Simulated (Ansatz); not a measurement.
This script drives Ansatz 0.2.0 through its Python package.

`scan.py`
```python
"""Potential curve of C2H6Se2 along one bond."""

import ansatz
import numpy as np


def main() -> None:
    geometry_ang = [
        ("C", (-1.8262, 0.1517, 0.0283)),
        ("Se", (-0.5532, 1.6128, -0.1053)),
        ("Se", (0.8916, 0.4485, 1.3466)),
        ("C", (1.8971, -0.392, -0.1448)),
        ("H", (-2.1844, 0.0572, 1.0554)),
        ("H", (-1.4471, -0.7366, -0.3683)),
        ("H", (-2.733, 0.4723, -0.5897)),
        ("H", (1.139, -1.0043, -0.7186)),
        ("H", (2.6414, -1.0352, 0.2822)),
        ("H", (2.2579, 0.3743, -0.7828)),
    ]
    molecule = ansatz.Crystal.molecule()
    for symbol, xyz in geometry_ang:
        molecule = molecule.atom(symbol, xyz)

    symbols = [site.symbol for site in molecule.cartesian_sites]
    start = np.array([site.position_ang for site in molecule.cartesian_sites])
    axis = (start[1] - start[2]) / np.linalg.norm(start[1] - start[2])
    moving = [0, 1, 4, 5, 6]
    lengths, energies = [2.073, 2.168, 2.262, 2.356, 2.45, 2.545, 2.639, 2.78], []
    for length in lengths:
        xyz = start.copy()
        xyz[moving] += (length - np.linalg.norm(start[1] - start[2])) * axis
        point = ansatz.Crystal.molecule()
        for symbol, place in zip(symbols, xyz):
            point = point.atom(symbol, place.tolist())
        calculation = (
            point.calculation()
            .basis(gaussian="def2-SVP")  # the orbital basis, by name
            .correlation("mp2")  # correlation on top of the mean field
        )
        summary = calculation.run(threads=1).report
        energies.append(summary["free_energy_ev"])
        print(f"r = {length:6.3f} A  E = {energies[-1]:.5f} eV  <S^2> = {abs(summary['mean_field']['state']['spin_squared']):.3f}")

    # quartic fit about the minimum
    fit = np.polynomial.Polynomial.fit(lengths, np.array(energies) - min(energies), 4).convert()
    roots = [r.real for r in fit.deriv().roots() if abs(r.imag) < 1e-9 and fit.deriv(2)(r.real) > 0]
    r_e = min(roots, key=lambda r: abs(r - lengths[int(np.argmin(energies))]))
    print(f"minimum of the fit at {r_e:.4f} A, force constant {fit.deriv(2)(r_e):.2f} eV/A^2")


if __name__ == "__main__":
    main()
```

It is started by `python scan.py`. Estimate its wall time and peak memory on 1 thread of Arm Neoverse V1, with other jobs on the host.

It took about 34 s, with a peak of 0.41 GiB, for 8 runs of the engine.

```console
$ python scan.py
r =  2.073 A  E = -132764.09921 eV  <S^2> = 0.000
r =  2.168 A  E = -132764.60646 eV  <S^2> = 0.000
r =  2.262 A  E = -132764.85625 eV  <S^2> = 0.000
r =  2.356 A  E = -132764.93223 eV  <S^2> = 0.000
r =  2.450 A  E = -132764.88931 eV  <S^2> = 0.000
r =  2.545 A  E = -132764.76526 eV  <S^2> = 0.000
r =  2.639 A  E = -132764.59122 eV  <S^2> = 0.000
r =  2.780 A  E = -132764.27741 eV  <S^2> = 0.000
minimum of the fit at 2.3618 A, force constant 13.20 eV/A^2
```

Notes:
- Total energies depend on the basis set; only differences at equal settings carry meaning.
- The rest of the molecule is held rigid at a force-field or estimated start geometry, and the basis set is modest; single-reference methods fail as a bond breaks.
- The orbitals are restricted, so S² is zero by construction.
- S² is that of the Hartree-Fock reference.
